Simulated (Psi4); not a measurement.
# One shape, several levels: CH4ClGeO (SMILES [CH3][Ge]([OH])[Cl])

Aim: a comparison of 4 runs (UB3LYP/6-31G*, UBHLYP/6-31G*, UM06-L/6-31G*, UPBE0/6-31G*) of CH4ClGeO. 

The results are computed with Psi4 1.11.

1 further run of the same task is left out (set aside as unsound or not needed). Runs told in other sessions of the task aren't counted.

**1. Starting point**

The species is CH4ClGeO (8 atoms), meant as a doublet with charge 0. As SMILES, `[CH3][Ge]([OH])[Cl]`. The Ge2–O3 distance was set to 2.313 Å, away from the relaxed value.

Bond lengths: C1–Ge2 1.958 Å, Ge2–Cl4 2.184 Å, C1–H5 1.090 Å, C1–H6 1.092 Å, C1–H7 1.089 Å, O3–H8 0.961 Å. Angles: C1–Ge2–Cl4 109.0°, Ge2–C1–H5 109.2°, Ge2–C1–H6 107.2°, Ge2–C1–H7 109.9°, H5–C1–H6 110.0°, H5–C1–H7 110.2°, H6–C1–H7 110.2°. A long bond or contact: Ge2–O3 2.313 Å.

**2. Energy and gradient at UB3LYP/6-31G(d) (spherical functions) (run 1)**

Contents of ch4clgeo.json:

```json
{
 "schema_name": "qcschema_input",
 "schema_version": 1,
 "molecule": {
  "schema_name": "qcschema_molecule",
  "schema_version": 2,
  "symbols": ["C", "Ge", "O", "Cl", "H", "H", "H", "H"],
  "geometry": [-0.64784158, 2.87318684, -0.43102196, -2.03017624, -0.5067773, 0.17104478, 1.35039829, -2.84328193, 1.66295899, -3.13679986, -2.16709068, -3.44230054, 0.0126177, 3.66176955, 1.3528795, 0.93367021, 2.66059265, -1.73814552, -2.09310412, 4.08469026, -1.25305283, 1.10473389, -4.63587613, 1.50630069],
  "molecular_charge": 0,
  "molecular_multiplicity": 2,
  "fix_symmetry": "c1"
 },
 "driver": "gradient",
 "model": {
  "method": "b3lyp",
  "basis": "6-31G*"
 },
 "keywords": {
  "reference": "uks",
  "puream": true,
  "e_convergence": 1e-09,
  "d_convergence": 1e-08,
  "scf_type": "pk",
  "dft_radial_points": 99,
  "dft_spherical_points": 590,
  "maxiter": 100,
  "scf_properties": ["QUADRUPOLE", "WIBERG_LOWDIN_INDICES", "MULLIKEN_CHARGES"]
 }
}
```

On the command line:

```bash
$ psi4 --qcschema ch4clgeo.json -n 1 --memory 2200MB
```

stdout:

```text
[...]
  Running in c1 symmetry.
[...]
  Nuclear repulsion =  339.881612465023579
[...]
  Multiplicity = 2
[...]
  Nalpha       = 34
  Nbeta        = 33
[...]
    Number of basis functions: 86
[...]
   @UKS iter   1: -2651.01641596865920   -2.38556e+00   3.24224e-02 ADIIS/DIIS
[...]
   @UKS iter  20: -2652.68013967296611   -5.45697e-12   4.79033e-09 DIIS
[...]
   @S^2 Observed:                7.640756346E-01
[...]
  @UKS Final Energy: -2652.68013967296611
   => Energetics <=
    Nuclear Repulsion Energy =            339.8816124650235793
    One-Electron Energy =               -4363.9545057405830448
    Two-Electron Energy =                1470.2628318684749047
    DFT Exchange-Correlation Energy =     -98.8700782658810056
    Empirical Dispersion Energy =           0.0000000000000000
    VV10 Nonlocal Energy =                  0.0000000000000000
    Total Energy =                      -2652.6801396729656517
  UHF NO Occupations:
  HONO-2 :   32  A 1.9995686
  HONO-1 :   33  A 1.9936866
[...]
 Multipole Moments:
 ------------------------------------------------------------------------------------
     Multipole            Electronic (a.u.)      Nuclear  (a.u.)        Total (a.u.)
 ------------------------------------------------------------------------------------
 L = 1.  Multiply by 2.5417464519 to convert [e a0] to [Debye]
 Dipole X            :         -5.8579472            5.5365521           -0.3213951
 Dipole Y            :         -2.7563570            3.5132893            0.7569322
 Dipole Z            :          1.5123212           -1.3633661            0.1489551
 Magnitude           :                                                    0.8357205
 L = 2.  Multiply by 1.3450342976 to convert [e a0^2] to [Debye ang]
 Quadrupole XX       :       -171.7434384          137.9207294          -33.8227091
 Quadrupole XY       :         -8.1652136            7.9569701           -0.2082435
[...]
  Mulliken Charges: (a.u.)
   Center  Symbol    Alpha    Beta     Spin     Total
       1     C     3.35162  3.20377  0.14785 -0.55538
       2    GE    16.01275 15.56792  0.44482  0.41933
       3     O     4.50371  4.16192  0.34180 -0.66563
       4    CL     8.63911  8.55967  0.07944 -0.19877
       5     H     0.39778  0.40414 -0.00636  0.19808
       6     H     0.40118  0.39032  0.01086  0.20850
       7     H     0.39910  0.40665 -0.00754  0.19425
       8     H     0.29476  0.30562 -0.01087  0.39962
   Total alpha = 34.00000, Total beta = 33.00000, Total charge =  0.00000
[...]
  -Total Gradient:
     Atom            X                  Y                   Z
    ------   -----------------  -----------------  -----------------
       1       -0.006998417256    -0.005523784871     0.003159651229
       2       -0.039442320606     0.044428758886    -0.032173144777
       3        0.034113657070    -0.048815937333     0.015021981320
       4        0.001471294902     0.000684241180     0.008079312267
       5       -0.000436275407    -0.000003643652    -0.001934565782
       6       -0.001405263323    -0.001056372025     0.001488292143
       7        0.002683403562    -0.000999857582     0.001599277771
       8        0.010013261175     0.011274740482     0.004746483016
[...]
```

The result, in JSON:

```text
{
 "driver": "gradient",
 "model": {
  "method": "b3lyp",
  "basis": "6-31G*"
 },
 "success": true,
 "return_result": [-0.006998417255870026, -0.005523784870571272, 0.0031596512287048184, -0.0394423206063058, 0.04442875888608736, -0.03217314477676497, 0.03411365707042367, -0.04881593733287398, 0.015021981320282825, 0.0014712949024329805, 0.00068424118030911, 0.008079312266582483, -0.00043627540696331707, -3.6436524938482373e-06, -0.0019345657819819229, -0.0014052633225024869, -0.0010563720253731167, 0.0014882921426466744, 0.0026834035619799357, -0.0009998575818214728, 0.0015992777710585049, 0.010013261175400828, 0.011274740482181939, 0.004746483015856765],
 "properties": {
  "calcinfo_nbasis": 86,
  "calcinfo_nmo": 86,
  "calcinfo_nalpha": 34,
  "calcinfo_nbeta": 33,
  "calcinfo_natom": 8,
  "nuclear_repulsion_energy": 339.8816124650236,
  "return_energy": -2652.680139672966,
  "return_gradient": [-0.006998417255870026, -0.005523784870571272, 0.0031596512287048184, -0.0394423206063058, 0.04442875888608736, -0.03217314477676497, 0.03411365707042367, -0.04881593733287398, 0.015021981320282825, 0.0014712949024329805, 0.00068424118030911, 0.008079312266582483, -0.00043627540696331707, -3.6436524938482373e-06, -0.0019345657819819229, -0.0014052633225024869, -0.0010563720253731167, 0.0014882921426466744, 0.0026834035619799357, -0.0009998575818214728, 0.0015992777710585049, 0.010013261175400828, 0.011274740482181939, 0.004746483015856765],
  "scf_one_electron_energy": -4363.954505740583,
  "scf_two_electron_energy": 1470.262831868475,
  "scf_xc_energy": -98.870078265881,
  "scf_dipole_moment": [-0.32139505868873464, 0.7569322458961372, 0.14895508126205703],
  "scf_total_energy": -2652.680139672966,
  "scf_total_gradient": [-0.006998417255870026, -0.005523784870571272, 0.0031596512287048184, -0.0394423206063058, 0.04442875888608736, -0.03217314477676497, 0.03411365707042367, -0.04881593733287398, 0.015021981320282825, 0.0014712949024329805, 0.00068424118030911, 0.008079312266582483, -0.00043627540696331707, -3.6436524938482373e-06, -0.0019345657819819229, -0.0014052633225024869, -0.0010563720253731167, 0.0014882921426466744, 0.0026834035619799357, -0.0009998575818214728, 0.0015992777710585049, 0.010013261175400828, 0.011274740482181939, 0.004746483015856765],
  "scf_iterations": 20
 }
}
```

Wall time 28 s (1 thread of Intel Xeon 6975P-C (Granite Rapids), shared host); peak memory 1.1 GiB.

**3. Energy and forces at UBHLYP/6-31G(d) (spherical functions) (run 2)**

Contents of run.py:

```python
import psi4

psi4.set_memory('2200 MB')
psi4.set_num_threads(1)
psi4.set_output_file('run.log', False)

geom = psi4.geometry("""
0 2
C     -0.64784158     2.87318684    -0.43102196
Ge    -2.03017624    -0.50677730     0.17104478
O      1.35039829    -2.84328193     1.66295899
Cl    -3.13679986    -2.16709068    -3.44230054
H      0.01261770     3.66176955     1.35287950
H      0.93367021     2.66059265    -1.73814552
H     -2.09310412     4.08469026    -1.25305283
H      1.10473389    -4.63587613     1.50630069
units au
symmetry c1
no_reorient
no_com
""")

psi4.set_options({
    'basis': '6-31G*',
    'reference': 'uks',
    'puream': True,
    'e_convergence': 1e-09,
    'd_convergence': 1e-08,
    'scf_type': 'pk',
    'dft_radial_points': 99,
    'dft_spherical_points': 590,
    'maxiter': 100,
})

e, wfn = psi4.gradient('bhhlyp', return_wfn=True)
psi4.oeprop(wfn, 'WIBERG_LOWDIN_INDICES', 'MULLIKEN_CHARGES', 'LOWDIN_CHARGES', title='BHHLYP')
print('gradient / Eh bohr^-1')
print(e.np.round(6))
print(f'energy = {wfn.energy():.10f} Eh')
```

On the command line:

```bash
$ python run.py
```

run.log (excerpt; [...] marks lines left out):

```text
[...]
  Running in c1 symmetry.
[...]
  Nuclear repulsion =  339.881612465023636
[...]
  Multiplicity = 2
[...]
  Nalpha       = 34
  Nbeta        = 33
[...]
    Number of basis functions: 86
[...]
   @UKS iter   1: -2651.18228694702293   -3.15408e+00   2.99372e-02 DIIS/ADIIS
[...]
   @UKS iter  19: -2652.52451054981066   -3.63798e-12   9.37878e-09 DIIS
[...]
   @S^2 Observed:                7.962262198E-01
[...]
  @UKS Final Energy: -2652.52451054981066
   => Energetics <=
    Nuclear Repulsion Energy =            339.8816124650236361
    One-Electron Energy =               -4364.2066497285477453
    Two-Electron Energy =                1434.6275192278060331
    DFT Exchange-Correlation Energy =     -62.8269925140927228
    Empirical Dispersion Energy =           0.0000000000000000
    VV10 Nonlocal Energy =                  0.0000000000000000
    Total Energy =                      -2652.5245105498102021
  UHF NO Occupations:
  HONO-2 :   32  A 1.9991580
  HONO-1 :   33  A 1.9781596
[...]
 Multipole Moments:
[...]
  -Total Gradient:
     Atom            X                  Y                   Z
    ------   -----------------  -----------------  -----------------
       1       -0.004828721116    -0.003288351260     0.002937693747
       2       -0.044472341646     0.043426397487    -0.026715280506
       3        0.038991792629    -0.038719122585     0.018090950991
       4       -0.000612155226    -0.002587627139     0.001892397040
       5        0.001243333777     0.001933407189     0.003204901518
       6        0.002886430693    -0.001873714144    -0.002078862554
       7       -0.001836089259     0.001703036582    -0.000468036628
       8        0.008627461385    -0.000601479787     0.003127742061
[...]
  Mulliken Charges: (a.u.)
   Center  Symbol    Alpha    Beta     Spin     Total
       1     C     3.37767  3.24183  0.13584 -0.61949
       2    GE    15.94120 15.53038  0.41083  0.52842
       3     O     4.56354  4.15416  0.40938 -0.71770
       4    CL     8.65421  8.58959  0.06462 -0.24380
       5     H     0.39252  0.39931 -0.00679  0.20817
       6     H     0.39604  0.38506  0.01098  0.21891
       7     H     0.39314  0.40284 -0.00970  0.20402
       8     H     0.28169  0.29684 -0.01515  0.42147
   Total alpha = 34.00000, Total beta = 33.00000, Total charge =  0.00000
[...]
```

The script printed:

```text
gradient / Eh bohr^-1
[[-0.004829 -0.003288  0.002938]
 [-0.044472  0.043426 -0.026715]
 [ 0.038992 -0.038719  0.018091]
 [-0.000612 -0.002588  0.001892]
 [ 0.001243  0.001933  0.003205]
 [ 0.002886 -0.001874 -0.002079]
 [-0.001836  0.001703 -0.000468]
 [ 0.008627 -0.000601  0.003128]]
energy = -2652.5245105498 Eh
```

Run time: 24 s. Hardware: 1 thread of Intel Xeon 6975P-C (Granite Rapids), shared host; peak memory 1.1 GiB.

Run 3 isn't shown in full; the table further down has it.

**4. A single-point energy at UPBE0/6-31G(d) (spherical functions) (run 4)**

Contents of ch4clgeo.xyz:

```xyz
8
CH4ClGeO
C     -0.342823     1.520425    -0.228087
Ge    -1.074323    -0.268175     0.090513
O      0.714600    -1.504600     0.880000
Cl    -1.659923    -1.146775    -1.821587
H      0.006677     1.937725     0.715913
H      0.494077     1.407925    -0.919787
H     -1.107623     2.161525    -0.663087
H      0.584600    -2.453200     0.797100
```

Contents of calc.py:

```python
import psi4

psi4.set_memory(2200000000)
psi4.set_num_threads(1)
psi4.set_output_file('run.log', False)

with open('ch4clgeo.xyz') as f:
    atoms = ''.join(f.readlines()[2:])
mol = psi4.geometry('0 2\n' + atoms + 'symmetry c1')

psi4.set_options({
    'basis': '6-31G*',
    'reference': 'uks',
    'puream': True,
    'e_convergence': 1e-09,
    'd_convergence': 1e-08,
    'scf_type': 'pk',
    'dft_radial_points': 99,
    'dft_spherical_points': 590,
    'maxiter': 100,
})

result, w = psi4.energy('pbe0', molecule=mol, return_wfn=True)
psi4.oeprop(w, 'WIBERG_LOWDIN_INDICES', 'LOWDIN_CHARGES', 'MULLIKEN_CHARGES', title='PBE0')
print(f'total energy {result:.8f} hartree = {result * 27.211386:.5f} eV')
```

On the command line:

```bash
$ python calc.py
```

run.log (excerpt; [...] marks lines left out):

```text
[...]
  Running in c1 symmetry.
[...]
  Nuclear repulsion =  339.881612283033803
[...]
  Multiplicity = 2
[...]
  Nalpha       = 34
  Nbeta        = 33
[...]
    Number of basis functions: 86
[...]
   @UKS iter   1: -2650.49628694502644   -2.52224e+00   3.18314e-02 DIIS/ADIIS
[...]
   @UKS iter  19: -2652.07342781877014   -1.54614e-11   5.82146e-09 DIIS
[...]
   @S^2 Observed:                7.685111841E-01
[...]
  @UKS Final Energy: -2652.07342781877014
   => Energetics <=
    Nuclear Repulsion Energy =            339.8816122830338031
    One-Electron Energy =               -4364.0701365670429368
    Two-Electron Energy =                1464.3952133775289894
    DFT Exchange-Correlation Energy =     -92.2801169122899552
    Empirical Dispersion Energy =           0.0000000000000000
    VV10 Nonlocal Energy =                  0.0000000000000000
    Total Energy =                      -2652.0734278187696873
  UHF NO Occupations:
  HONO-2 :   32  A 1.9994840
  HONO-1 :   33  A 1.9915580
[...]
 Multipole Moments:
 ------------------------------------------------------------------------------------
     Multipole            Electronic (a.u.)      Nuclear  (a.u.)        Total (a.u.)
 ------------------------------------------------------------------------------------
 L = 1.  Multiply by 2.5417464519 to convert [e a0] to [Debye]
 Dipole X            :         -5.8865919            5.5365521           -0.3500397
 Dipole Y            :         -2.7311344            3.5132893            0.7821549
 Dipole Z            :          1.5157441           -1.3633661            0.1523780
 Magnitude           :                                                    0.8703524
[...]
  Mulliken Charges: (a.u.)
   Center  Symbol    Alpha    Beta     Spin     Total
       1     C     3.39993  3.26013  0.13980 -0.66006
       2    GE    16.00548 15.53320  0.47228  0.46131
       3     O     4.51307  4.18137  0.33170 -0.69444
       4    CL     8.64113  8.56961  0.07152 -0.21074
       5     H     0.38290  0.38966 -0.00676  0.22744
       6     H     0.38644  0.37572  0.01072  0.23784
       7     H     0.38419  0.39247 -0.00829  0.22334
       8     H     0.28687  0.29784 -0.01097  0.41530
   Total alpha = 34.00000, Total beta = 33.00000, Total charge =  0.00000
[...]
```

Standard output:

```text
total energy -2652.07342782 hartree = -72166.59374 eV
```

Wall time 20 s (1 thread of Intel Xeon 6975P-C (Granite Rapids), shared host); peak memory 1.1 GiB.

**5. All runs side by side**

| run | level | task | energy (Eh) | dipole moment (D) | HOMO energy (eV) | LUMO energy (eV) | wall time |
| --- | --- | --- | --- | --- | --- | --- | --- |
| 1 | UB3LYP/6-31G* (spherical functions) | gradient | -2652.680140 | 2.12 | -6.53 | -4.05 | 28 s |
| 2 | UBHLYP/6-31G* (spherical functions) | gradient | -2652.524511 | 2.26 | -7.92 | -2.87 | 24 s |
| 3 | UM06-L/6-31G* (spherical functions) | gradient | -2652.544793 | 2.08 | -5.72 | -4.51 | 45 s |
| 4 | UPBE0/6-31G* (spherical functions) | energy | -2652.073428 | 2.21 | -6.84 | -3.76 | 20 s |

**6. Results**

| quantity | value |
| --- | --- |
| run 4: total energy | -2652.07343 Eh |
| run 4: dipole moment | 2.21 D |
| run 4: HOMO energy (highest over α and β) | -6.84 eV |
| run 4: LUMO energy (lowest over α and β) | -3.76 eV |
| run 4: ⟨S²⟩ | 0.769 |

The dipole moment (its size) runs from 2.08 D (UM06-L/6-31G*) to 2.26 D (UBHLYP/6-31G*). Totals of different functionals can't be ranked against each other. All runs together took 2 min, the longest 45 s.
